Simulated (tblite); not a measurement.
# C4H8OSeSi2: the cost of one run

The runs use tblite 0.8.0 and PySCF 2.14.0, with density-fitted response routines of our own; the level of theory stands in each step. All values are computed, except where a source is named. Atoms are numbered from 0 throughout.

## 1. The starting structure

16 atoms, charge 0, multiplicity 1; geometry from: force field or distance geometry start.

Bonds of the start (Å): Si0–Se1 2.29, Se1–Si2 2.29, Si2–C3 1.85, C3–C4 1.37, C4–C5 1.39, C5–C6 1.40, C6–O7 1.32, O7–C3 1.29, Si0–H8 1.48, Si0–H9 1.44, Si0–H10 1.48, Si2–H11 1.45, Si2–H12 1.48, C4–H13 1.09, C5–H14 1.08, C6–H15 1.08.

## 2. Geometry optimisation with GFN2-xTB

What the job is given:

```
{"job": {"kind": "relax", "xc": "GFN2-xTB", "basis": "xTB"}, "charge": 0, "multiplicity": 1}
Si     3.727800     0.815000     0.151300
Se     1.989000    -0.246100    -0.896700
Si     0.594600    -0.938000     0.788000
C     -1.120600    -0.308500     0.484200
C     -1.913400    -0.732400    -0.543500
C     -3.109400    -0.032800    -0.413200
C     -2.928000     0.764100     0.724000
O     -1.729700     0.558000     1.227000
H      3.117200     1.884900     0.962600
H      4.714500     1.307200    -0.771600
H      4.276400    -0.140600     1.135500
H      0.659500    -2.388400     0.841800
H      1.070100    -0.433100     2.097400
H     -1.698000    -1.442900    -1.339400
H     -3.977900    -0.086800    -1.047700
H     -3.679700     1.429400     1.124000
```

Run with:

```sh
OMP_NUM_THREADS=1 python probes_run.py task.json out
```

One launch serves the whole session: the jobs run in the order shown.

**Question.** How long does this first job take on 1 thread of Arm Neoverse N1, shared host, and how much memory does it need?

About 3 s, with a peak of 0.18 GiB.
